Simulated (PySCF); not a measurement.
# BGe2H8N: the cost of one run

The runs use PySCF 2.14.0, with density-fitted response routines of our own; the level of theory stands in each step. All values are computed, except where a source is named. Atoms count from 0, in the outputs and in this text.

### 1 Starting geometry

12 atoms, charge 0, multiplicity 1; geometry from: GFN2-xTB. The atoms were then displaced at random by about 0.01 Å, so the start is not that level's minimum.

Bonds of the start (Å): B0–N1 1.37, N1–Ge2 1.85, N1–Ge3 1.88, B0–H4 1.17, B0–H5 1.21, Ge2–H6 1.52, Ge2–H7 1.50, Ge2–H8 1.48, Ge3–H9 1.47, Ge3–H10 1.49, Ge3–H11 1.51.

### 2 Optimising the geometry at PBE0-D3(BJ)/def2-SVP

What the job is given:

```
{"job": {"xc": "PBE0", "basis": "def2-SVP", "d3": "d3bj", "grid": 1, "shake": 0.01, "kind": "geom"}, "charge": 0, "multiplicity": 1}
B     -0.327760     1.612200    -0.484700
N     -0.098100     0.315480    -0.097200
Ge    -1.423940    -0.943840     0.189120
Ge     1.678090    -0.258040     0.152490
H      0.552890     2.364600    -0.666750
H     -1.462190     1.992390    -0.648320
H     -1.263330    -1.447360     1.609280
H     -1.157300    -2.091640    -0.742570
H     -2.737960    -0.302690    -0.015430
H      2.404930    -0.136240    -1.118570
H      2.294400     0.566320     1.226580
H      1.579970    -1.699450     0.587040
```

Run with:

```console
$ OMP_NUM_THREADS=1 python probes_run.py task.json out
```

This one command runs all jobs of the session in turn.

**Question.** How long does this first job take on 1 thread of Arm Neoverse V2, shared host, and how much memory does it need?

About 31 s, with a peak of 0.56 GiB.
